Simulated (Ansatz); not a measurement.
# Li+ with PH3: superposition error and deformation, part 2 of 2

Ansatz 0.2.0, Gaussian basis. The steps go on from the part before.

## 12. wB97X-V/def2-TZVPPD

File free-b/in.yaml:

```yaml
crystal:
  periodic: [false, false, false]
  atoms:
    - {symbol: P, position_ang: [-0.000452, -0.000076, 0.014828]}
    - {symbol: H, position_ang: [0.989894, -0.626704, 0.816326]}
    - {symbol: H, position_ang: [-1.069662, -0.571024, 0.754190]}
    - {symbol: H, position_ang: [0.008042, 1.185555, 0.795889]}
basis:
  gaussian: {orbitals: "def2-TZVPPD.json"}
hamiltonian: {xc: {name: wB97X-V}}
```

Command:

```bash
> ansatz run in.yaml --threads 2 --pin off --events-out ev --progress --plain --max-ram 5222MiB
```

The program printed, shortened:

```text
Functional definition: wB97X-V
  name "wB97X-V"
  cite "Mardirossian & Head-Gordon, Phys. Chem. Chem. Phys. 16, 9904 (2014) doi:10.1039/C3CP54374A"
  cite "Becke, J. Chem. Phys. 107, 8554 (1997) doi:10.1063/1.475007"
  cite "Vydrov & Van Voorhis, J. Chem. Phys. 133, 244103 (2010) doi:10.1063/1.3521275"
[...]
      + integral(e_c_pw_opposite_spin*poly(b97_u_opposite, cos0, cos1)) + vv10(b, c)
502 factors; their error is unknown
148 factors; integrals over basis functions are off by at most 2.3e-5 eV
[...]
mean field -9336.12226114 eV, -343.0961648460 hartree, gradient 7.4e-6 eV, S^2 0.000000; 0 other end points of the search recorded, 0 dependent functions left out
reference -9336.12225973 eV, -343.0961647941 hartree; 9, 9 occupied and 90, 90 virtual orbitals, 502 factors
Total energy: -9336.12225973 eV, -343.0961647941 hartree
```

Run time: 1.6 s. Hardware: 2 threads of Intel Xeon Platinum 8559C, shared host.

## 13. wB97M-V/def2-TZVPPD

Changes to free-b/in.yaml since step 12:

```diff
@@ -9,2 +9,2 @@
   gaussian: {orbitals: "def2-TZVPPD.json"}
-hamiltonian: {xc: {name: wB97X-V}}
+hamiltonian: {xc: {name: wB97M-V}}
```

Command:

```bash
> ansatz run in.yaml --threads 2 --pin off --events-out ev --progress --plain --max-ram 5222MiB
```

The program printed, shortened:

```text
[... 5 set-up lines as earlier in the session ...]
  # Of w^i u^j: cxij and so on, Table III.
[...]
  gx(w, u) = 1 - cx + cx01*u + cx10*w
  gss(w, u) = css00 + css04*u^4 + css10*w + css20*w^2 + css43*w^4*u^3
  gos(w, u) = cos00 + cos10*w + (cos20 + cos21*u)*w^2 + (cos60 + cos61*u)*w^6
[...]
      + integral(e_c_pw_mod_opposite_spin*gos(b97_w_opposite, b97_u_opposite)) + vv10(b, c)
502 factors; their error is unknown
148 factors; integrals over basis functions are off by at most 2.3e-5 eV
[...]
mean field -9336.66148239 eV, -343.1159808613 hartree, gradient 4.2e-5 eV, S^2 0.000000; 0 other end points of the search recorded, 0 dependent functions left out
reference -9336.66151682 eV, -343.1159821266 hartree; 9, 9 occupied and 90, 90 virtual orbitals, 502 factors
Total energy: -9336.66151682 eV, -343.1159821266 hartree
```

It took 1.5 s on 2 threads of Intel Xeon Platinum 8559C, shared host.

## 14. B2PLYP/def2-TZVPPD

Changes to free-b/in.yaml since step 13:

```diff
@@ -9,2 +9,2 @@
   gaussian: {orbitals: "def2-TZVPPD.json"}
-hamiltonian: {xc: {name: wB97M-V}}
+hamiltonian: {xc: {name: B2PLYP}}
```

Command:

```bash
> ansatz run in.yaml --threads 2 --pin off --events-out ev --progress --plain --max-ram 5222MiB
```

The program printed, shortened:

```text
[... 5 set-up lines as earlier in the session ...]
[...]
541 factors; integrals over basis functions are off by at most 8.4e-4 eV
[...]
mean field -9332.56966664 eV, -342.9656094061 hartree, gradient 1.6e-6 eV, S^2 0.000000; 0 other end points of the search recorded, 0 dependent functions left out
5 core orbitals not correlated: weight in the atoms' cores, before any rotation towards them, 1.000 or more for the frozen orbitals, at most 0.000 for the correlated occupied ones
reference -9332.56979096 eV, -342.9656139746 hartree; 4, 4 occupied and 90, 90 virtual orbitals, 541 factors
second order -5.75299156 eV of doubles, -0.00000000 eV of singles
Total energy: -9334.12309868 eV, -343.0226969805 hartree
```

It took 1.1 s on 2 threads of Intel Xeon Platinum 8559C, shared host.

## 15. BLYP-D4/def2-TZVPPD

Changes to free-b/in.yaml since step 14:

```diff
@@ -9,2 +9,2 @@
   gaussian: {orbitals: "def2-TZVPPD.json"}
-hamiltonian: {xc: {name: B2PLYP}}
+hamiltonian: {xc: {name: BLYP}, dispersion: d4}
```

Command:

```bash
> ansatz run in.yaml --threads 2 --pin off --events-out ev --progress --plain --max-ram 5222MiB
```

The program printed, shortened:

```text
Functional definition: BLYP
  name "BLYP"
[... 2 set-up lines as earlier in the session ...]
  parameter beta = 0.0042
  parameter a = 0.04918
  parameter b = 0.132
  parameter c = 0.2533
  parameter d = 0.349
  exchange = b88_x(beta = beta)
  correlation = lyp_c(a = a, b = b, c = c, d = d)
493 factors; their error is unknown
mean field evaluation 1: about -9336.3770 eV, gradient 1.7e1 eV
mean field evaluation 2: about -9336.6453 eV, gradient 1.7e1 eV
mean field evaluation 4: about -9337.4473 eV, gradient 7.2e-1 eV
mean field evaluation 8: about -9337.4286 eV, gradient 5.0e-3 eV
mean field -9337.42855769 eV, -343.1441703587 hartree, gradient 1.8e-5 eV, S^2 0.000000; 0 other end points of the search recorded, 0 dependent functions left out
reference -9337.42881665 eV, -343.1441798751 hartree; 9, 9 occupied and 90, 90 virtual orbitals, 493 factors
Total energy: -9337.49837004 eV, -343.1467359151 hartree
```

Wall time 0.45 s (2 threads of Intel Xeon Platinum 8559C, shared host).

## 16. revPBE-D4/def2-TZVPPD

Changes to free-b/in.yaml since step 15:

```diff
@@ -9,2 +9,2 @@
   gaussian: {orbitals: "def2-TZVPPD.json"}
-hamiltonian: {xc: {name: BLYP}, dispersion: d4}
+hamiltonian: {xc: {name: revPBE}, dispersion: d4}
```

Command:

```bash
> ansatz run in.yaml --threads 2 --pin off --events-out ev --progress --plain --max-ram 5222MiB
```

The program printed, shortened:

```text
Functional definition: revPBE
  name "revPBE"
  cite "Zhang & Yang, Phys. Rev. Lett. 80, 890 (1998) doi:10.1103/PhysRevLett.80.890"
[... 1 set-up line as earlier in the session ...]
  parameter kappa = 1.245
[... 3 set-up lines as earlier in the session ...]
493 factors; their error is unknown
mean field evaluation 1: about -9335.0368 eV, gradient 1.6e1 eV
mean field evaluation 2: about -9335.3399 eV, gradient 1.4e1 eV
mean field evaluation 4: about -9335.9249 eV, gradient 5.0e-1 eV
mean field evaluation 8: about -9335.9065 eV, gradient 6.7e-3 eV
mean field -9335.90650748 eV, -343.0882360453 hartree, gradient 5.8e-5 eV, S^2 0.000000; 0 other end points of the search recorded, 0 dependent functions left out
reference -9335.90654563 eV, -343.0882374471 hartree; 9, 9 occupied and 90, 90 virtual orbitals, 493 factors
Total energy: -9336.02269287 eV, -343.0925057794 hartree
```

Run time: 0.5 s. Hardware: 2 threads of Intel Xeon Platinum 8559C, shared host.

## 17. B97M-V/def2-TZVPPD

Changes to free-b/in.yaml since step 16:

```diff
@@ -9,2 +9,2 @@
   gaussian: {orbitals: "def2-TZVPPD.json"}
-hamiltonian: {xc: {name: revPBE}, dispersion: d4}
+hamiltonian: {xc: {name: B97M-V}}
```

Command:

```bash
> ansatz run in.yaml --threads 2 --pin off --events-out ev --progress --plain --max-ram 5222MiB
```

The program printed, shortened:

```text
[... 5 set-up lines as earlier in the session ...]
  # Of w^i u^j: cxij and so on, Table III.
[...]
  gx(w, u) = cx00 + cx01*u + cx02*u^2 + (cx10 + cx11*u)*w
  gss(w, u) = css00 + css02*u^2 + css10*w + (css32*w^3 + css42*w^4)*u^2
  gos(w, u) = cos00 + cos01*u + cos03*u^3 + cos10*w + cos32*w^3*u^2
[...]
      + integral(e_c_pw_mod_opposite_spin*gos(b97_w_opposite, b97_u_opposite)) + vv10(b, c)
493 factors; their error is unknown
[...]
mean field -9335.23529126 eV, -343.0635693041 hartree, gradient 3.8e-5 eV, S^2 0.000000; 0 other end points of the search recorded, 0 dependent functions left out
reference -9335.23533379 eV, -343.0635708670 hartree; 9, 9 occupied and 90, 90 virtual orbitals, 493 factors
Total energy: -9335.23533379 eV, -343.0635708670 hartree
```

It took 1.6 s on 2 threads of Intel Xeon Platinum 8559C, shared host.

## 18. HSE06-D4/def2-TZVPPD

Changes to free-b/in.yaml since step 17:

```diff
@@ -9,2 +9,2 @@
   gaussian: {orbitals: "def2-TZVPPD.json"}
-hamiltonian: {xc: {name: B97M-V}}
+hamiltonian: {xc: hse06, dispersion: d4}
```

Command:

```bash
> ansatz run in.yaml --threads 2 --pin off --events-out ev --progress --plain --max-ram 5222MiB
```

The program printed, shortened:

```text
Functional definition: HSE06
  name "HSE06"
  cite "Heyd, Scuseria & Ernzerhof, J. Chem. Phys. 118, 8207 (2003) doi:10.1063/1.1564060"
  cite "Krukau, Vydrov, Izmaylov & Scuseria, J. Chem. Phys. 125, 224106 (2006) doi:10.1063/1.2404663"
  cite "Heyd & Scuseria, J. Chem. Phys. 120, 7274 (2004) doi:10.1063/1.1668634"
  cite "Ernzerhof & Perdew, J. Chem. Phys. 109, 3313 (1998) doi:10.1063/1.476928"
[... 2 set-up lines as earlier in the session ...]
[...]
  # The whole range is PBE's own exchange, as in plane waves. The composition of these papers is wPBEh.
[...]
517 factors; their error is unknown
56 factors; integrals over basis functions are off by at most 3.1e-6 eV
[...]
mean field -9333.76608082 eV, -343.0095768162 hartree, gradient 6.8e-6 eV, S^2 0.000000; 0 other end points of the search recorded, 0 dependent functions left out
reference -9333.76611143 eV, -343.0095779413 hartree; 9, 9 occupied and 90, 90 virtual orbitals, 517 factors
Total energy: -9333.78791840 eV, -343.0103793324 hartree
```

Run time: 0.55 s. Hardware: 2 threads of Intel Xeon Platinum 8559C, shared host.

## 19. CCSD(T)/def2-TZVPPD

Changes to free-b/in.yaml since step 18:

```diff
@@ -9,2 +9,2 @@
   gaussian: {orbitals: "def2-TZVPPD.json"}
-hamiltonian: {xc: hse06, dispersion: d4}
+correlation: {method: ccsd_t}
```

Command:

```bash
> ansatz run in.yaml --threads 2 --pin off --events-out ev --progress --plain --max-ram 5222MiB
```

The program printed, shortened:

```text
[... 4 set-up lines as earlier in the session ...]
[...]
541 factors; integrals over basis functions are off by at most 8.4e-4 eV
[...]
mean field -9319.46159604 eV, -342.4838966965 hartree, gradient 1.8e-6 eV, S^2 0.000000; 0 other end points of the search recorded, 0 dependent functions left out
5 core orbitals not correlated: weight in the atoms' cores, before any rotation towards them, 1.000 or more for the frozen orbitals, at most 0.000 for the correlated occupied ones
reference -9319.46159604 eV, -342.4838966965 hartree; 4, 4 occupied and 90, 90 virtual orbitals, 541 factors
second order -4.66166682 eV of doubles, -0.00000000 eV of singles
cycle   1  -5.21960760 eV  change   -5.6e-1 eV  update   5.8e-2
[...]
cycle   9  -5.43673919 eV  change    2.7e-6 eV  update   3.6e-6
perturbative correction -0.18798732 eV, -0.0069084066 hartree
Total energy: -9325.08632255 eV, -342.6906015830 hartree
```

Run time: 0.95 s. Hardware: 2 threads of Intel Xeon Platinum 8559C, shared host.

## 20. The split

```tsv
method	interaction with counterpoise (meV)	without	superposition error	deformation	binding energy
PBE-D4	-1204	-1207	4	83	-1121
revPBE-D4	-1177	-1182	4	83	-1095
BLYP-D4	-1181	-1185	4	75	-1106
r2SCAN-D4	-1117	-1120	2	73	-1045
B97M-V	-1096	-1098	2	78	-1018
PBE0-D4	-1211	-1214	3	66	-1145
B3LYP-D4	-1198	-1201	3	62	-1136
HSE06-D4	-1211	-1213	2	67	-1144
wB97X-V	-1195	-1197	3	54	-1141
wB97M-V	-1131	-1135	4	63	-1067
B2PLYP	-1165	-1171	5	55	-1110
Hartree-Fock	-1166	-1167	2	13	-1152
MP2	-1101	-1112	11	52	-1049
CCSD	-1103	-1113	10	52	-1050
CCSD(T)	-1095	-1106	11	58	-1038
```

## 21. Results

What follows sums up all 2 parts.

| quantity | value |
| --- | --- |
| interaction, CCSD(T) | -1095 meV |
| superposition error | 11 meV |
| deformation | 58 meV |
| binding energy | -1038 meV |

In words: In this basis the superposition error is 11 meV for CCSD(T) and 3 meV on average for the plain functionals: correlated methods borrow far more, since they need many more functions to converge. Deformation takes back 5 % of the interaction.
